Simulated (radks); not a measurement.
**Mn¹²⁺ in [Ne] 3s2 3p1: an all-electron calculation**

An exercise on one series of results from a longer session: the logs are not shown, and one member is left open.

Program: radks (a radial shooting solver on a logarithmic mesh, Libxc functionals) version 1. Level of theory: Dirac Kohn-Sham, PBE, spin-unpolarised, spherical densities, point nucleus; open shells fill j = l - 1/2 first. These are calculated values, not measurements, unless marked.

## What is computed

| Item | Value |
| --- | --- |
| element | manganese (Z = 25) |
| charge | +12 |
| electrons | 13 |
| configuration | [Ne] 3s2 3p1 |

Set-up of the first run:

Input:

```text
Z 25
configuration [Ne] 3s2 3p1
relativity Dirac
functional pbe,pbe
spin unpolarised
j_filling energy
nucleus point
c 137.035999084
```

The run is started by

```
$ python run_ks.py task.json out
```

The same process makes all the runs of this session.

One table of the session follows, with a row left open; its other results are not shown here.

It belongs to the step «Orbitals and density». Radial moments (bohr):

| level | <r> | outermost maximum (interpolated) | 90 % within | nodes |
| --- | --- | --- | --- | --- |
| 1s1/2 | 0.06088 | 0.0399 | 0.109 | 0 |
| 2s1/2 | 0.2766 | 0.232 | 0.428 | 1 |
| 2p1/2 | 0.2422 | 0.186 | 0.396 | 0 |
| 2p3/2 | 0.2450 | 0.188 | 0.400 | 0 |
| 3s1/2 | 0.7311 | 0.677 | 1.06 | 2 |
| 3p1/2 | ? | ? | ? | ? |
| 3p3/2 | 0.7308 | 0.671 | 1.08 | 1 |

Q: Estimate the row for 3p1/2 from the others.

The run gave: <r>: 0.7261; outermost maximum (interpolated): 0.666; 90 % within: 1.08; nodes: 1. In the column «<r>» it lies between 2s1/2 (0.2766) and 3p3/2 (0.7308).

To keep in mind: Spin polarisation and multiplet splitting are left out.
